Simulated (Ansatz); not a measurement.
Runs of Ansatz 0.2.0 on Hf2Pd2Se2Br2O3. It takes space group Cm (No. 8, monoclinic). The conventional cell has a = 15.354 Å, b = 3.419 Å, c = 13.208 Å, α = 90.00°, β = 107.63°, γ = 90.00°. Around Hf (site symmetry m) lie 3 O at 1.97 to 2.13 Å. Hf (site symmetry m) is surrounded by 3 O at 1.87 to 2.09 Å. Around Pd (site symmetry m) lie 2 O at 2.23 Å and 2 Se at 2.41 Å. Pd (site symmetry m) has 4 Se at 2.42 to 2.60 Å as nearest neighbours. Se (site symmetry m) is surrounded by 2 Pd at 2.42 Å and 1 Hf at 2.76 Å. Around Se (site symmetry m) lie 4 Pd at 2.41 to 2.60 Å. Br (site symmetry m) has 3 Hf at 2.82 to 3.06 Å and 3 O at 3.21 to 3.22 Å as nearest neighbours. Br (site symmetry m) is surrounded by 2 Hf at 2.73 Å. The cell was built by a generator and needn't be a form met in nature.

```tsv
potentials or basis	cutoff (eV)	gap on the mesh (eV)	pressure (GPa)	largest force (eV/Å)
JTH PAW	1380	0.83	-0.2	0.09
Ansatz PAW earlier set	900	(b)	0.0	0.01
Ansatz NC	1240	0.83	0.0	0.03
PseudoDojo standard (PBE files)	1170	0.83	(a)	0.28
SPMS NC	1034	(c)	-0.2	0.30
```

Alike in all rows: task single point; level PBE; no spin polarisation; cell as given; k mesh 8 × 8 × 2; smearing fermi-dirac 0.05 eV.

**Question.** Fill in the values left out.

**Answer.** (a) -0.3; (b) 0.84; (c) 0.82.

Caveats: spin-orbit coupling is left out, which moves the levels of the heavy elements.

A k mesh can miss the band edges, and the runs leave out spin-orbit coupling on Br, Hf, Pd, Se.

Not every run made on this cell is shown here.
